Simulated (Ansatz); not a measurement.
# Ti6AlSiC4: the cost of one run

Program: Ansatz 0.2.0. Level of theory: DFT PBEsol, scalar-relativistic, plane waves, PAW. These are calculated values, not measurements.

That is the level of the relaxation; later steps name their own.

**1. The starting structure**

Symmetry: P-6m2, No. 187, hexagonal system. Conventional cell: a = 3.058 Å, b = 3.058 Å, c = 18.647 Å, α = 90.00°, β = 90.00°, γ = 120.00°. Ti (site symmetry 3m) is surrounded by 6 C at 2.20 Å. Around Ti (site symmetry 3m) lie 3 C at 2.08 Å and 3 Si at 2.87 Å. Ti (site symmetry 3m) has 3 C at 2.08 Å as nearest neighbours. Around Si (site symmetry -6m2) lie 6 Ti at 2.87 Å. Around Al (site symmetry -6m2) lie 6 Ti at 2.87 Å and 6 Al at 3.06 Å. Around C (site symmetry 3m) lie 6 Ti at 2.08 to 2.20 Å.

As a file:

```cif
data_structure
_symmetry_space_group_name_H-M 'P-6m2'
_symmetry_Int_Tables_number 187
_cell_length_a 3.0584
_cell_length_b 3.0584
_cell_length_c 18.6469
_cell_angle_alpha 90.000
_cell_angle_beta 90.000
_cell_angle_gamma 120.000
_cell_volume 151.05
loop_
_atom_site_label
_atom_site_type_symbol
_atom_site_symmetry_multiplicity
_atom_site_Wyckoff_symbol
_atom_site_fract_x
_atom_site_fract_y
_atom_site_fract_z
_atom_site_occupancy
Ti1 Ti 2 g 0.00000 0.00000 0.25000 1
Ti2 Ti 2 h 0.33333 0.66667 0.37900 1
Ti3 Ti 2 i 0.66667 0.33333 0.87900 1
Si1 Si 1 b 0.00000 0.00000 0.50000 1
Al1 Al 1 a 0.00000 0.00000 0.00000 1
C1 C 2 h 0.33333 0.66667 0.82010 1
C2 C 2 i 0.66667 0.33333 0.32010 1
```

(A quick probe on a coarse mesh, which set the mesh and smearing, is not shown.)

**3. A loose first relaxation**

File input.yaml:

```yaml
crystal:
  lattice:
    - [3.05837689, 0.0, 0.0]
    - [-3.05837689, 5.29726416, 0.0]
    - [0.0, 0.0, 18.64693983]
  atoms:
    - { symbol: Ti, position: [0.0, 0.0, 0.0] }
    - { symbol: Ti, position: [0.0, 0.5, 0.0] }
    - { symbol: Ti, position: [0.0, 0.0, 0.5] }
    - { symbol: Ti, position: [0.0, 0.5, 0.5] }
    - { symbol: Ti, position: [0.33333333, 0.33333333, 0.129] }
    - { symbol: Ti, position: [0.33333333, 0.83333333, 0.129] }
    - { symbol: Ti, position: [0.66666667, 0.16666667, 0.629] }
    - { symbol: Ti, position: [0.66666667, 0.66666667, 0.629] }
    - { symbol: Ti, position: [0.33333333, 0.33333333, 0.371] }
    - { symbol: Ti, position: [0.33333333, 0.83333333, 0.371] }
    - { symbol: Ti, position: [0.66666667, 0.16666667, 0.871] }
    - { symbol: Ti, position: [0.66666667, 0.66666667, 0.871] }
    - { symbol: Si, position: [0.0, 0.0, 0.25] }
    - { symbol: Si, position: [0.0, 0.5, 0.25] }
    - { symbol: Al, position: [0.0, 0.0, 0.75] }
    - { symbol: Al, position: [0.0, 0.5, 0.75] }
    - { symbol: C, position: [0.33333333, 0.33333333, 0.5701] }
    - { symbol: C, position: [0.33333333, 0.83333333, 0.5701] }
    - { symbol: C, position: [0.66666667, 0.16666667, 0.0701] }
    - { symbol: C, position: [0.66666667, 0.66666667, 0.0701] }
    - { symbol: C, position: [0.33333333, 0.33333333, 0.9299] }
    - { symbol: C, position: [0.33333333, 0.83333333, 0.9299] }
    - { symbol: C, position: [0.66666667, 0.16666667, 0.4299] }
    - { symbol: C, position: [0.66666667, 0.66666667, 0.4299] }
basis:
  ecutwfc: 420
kpoints:
  mp_grid: { grid: [8, 8, 1] }
hamiltonian:
  xc: pbesol
scf:
  occupations: { method: gaussian, width: 0.1 }
output:
  forces: true
  stress: true
  eigenvalues: true
relax:
  adjacent_minimum: "off"
  f_tol: 0.05
  max_steps: 80
  cell: { stress_tol: 0.5 }
```

Command:

```sh
> ansatz run input.yaml --threads 4 --pin off --max-ram 10240MiB --backend cpu --events-out ev --progress --plain --runs-dir out
```

Q: Estimate wall time and peak memory on 4 threads of Arm Neoverse N1, shared host.

About 5.6 min, with a peak of 1.5 GiB.
